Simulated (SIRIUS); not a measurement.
HfIn4SiO6:

```
Hf In Si O
1.0
     3.23023   -5.57768   -0.02470
     3.23023    5.57768   -0.02470
    -1.49068    0.00000    6.32030
Hf In Si O
1 4 1 6
Direct
  0.10178 0.10178 0.00912
  0.79222 0.48204 0.00818
  0.48204 0.79222 0.00818
  0.54472 0.21983 0.48398
  0.21983 0.54472 0.48398
  0.85433 0.85433 0.44523
  0.83500 0.58822 0.38104
  0.58822 0.83500 0.38104
  0.02899 0.02899 0.29500
  0.97920 0.97920 0.69555
  0.42852 0.14514 0.07435
  0.14514 0.42852 0.07435
```

The cell was built by a generator and needn't be a form met in nature.

| Item | Value |
| --- | --- |
| Program | SIRIUS 7.12.0 |
| Task | single point |
| Functional | PBE |
| Potentials or basis | PseudoDojo 0.4.1 PBE standard (scalar relativistic) |
| Cutoff | 1152 eV |
| Density cutoff | 4606 eV |
| k mesh | 5 × 5 × 4 |
| Occupations | fermi-dirac, width 0.05 eV |
| Spin | no spin polarisation |

On this cell: pressure -0.4 GPa; largest force 0.155 eV/Å; band gap on the k mesh 0.64 eV.

The same run follows on a disturbed copy (atoms moved at random, drawn with an rms of 0.05 Å):

```
Hf In Si O
1.0
     3.23023   -5.57768   -0.02470
     3.23023    5.57768   -0.02470
    -1.49068    0.00000    6.32030
Hf In Si O
1 4 1 6
Direct
  0.10987 0.10064 0.01837
  0.78076 0.48675 0.00728
  0.47820 0.78947 0.00336
  0.54449 0.22101 0.48676
  0.21463 0.54155 0.48116
  0.84778 0.84877 0.44769
  0.82922 0.58469 0.37181
  0.58130 0.83688 0.38171
  0.03014 0.03360 0.28735
  0.98414 0.97690 0.69159
  0.42240 0.14295 0.08171
  0.14318 0.42885 0.07573
```

Problem. What does the disturbed cell give?

Solution. The energy moves by +25.3 meV/atom; pressure 0.1 GPa; largest force 2.976 eV/Å; band gap on the k mesh 0.58 eV.

Forces in eV/Å, atoms in the order of the input:
```
Hf  -0.103  1.967 -2.231
In   0.069 -0.383 -0.087
In  -0.173 -0.025  0.051
In  -0.089 -0.094  0.052
In  -0.044  0.005 -0.121
Si   0.990  0.538 -1.056
O    0.102  0.332  0.222
O    0.484 -0.789  0.203
O   -2.104 -0.022  2.063
O   -0.027 -0.032  0.744
O    1.002 -1.205  0.203
O   -0.106 -0.291 -0.040
```

Stress tensor (GPa, compression positive):
```
-0.18 -0.91  0.11
-0.91 -0.08 -0.14
 0.11 -0.14  0.43
```

Caveats: spin-orbit coupling is left out, which moves the levels of the heavy elements; an odd mesh through Γ misses points on the zone boundary, where band edges often lie.
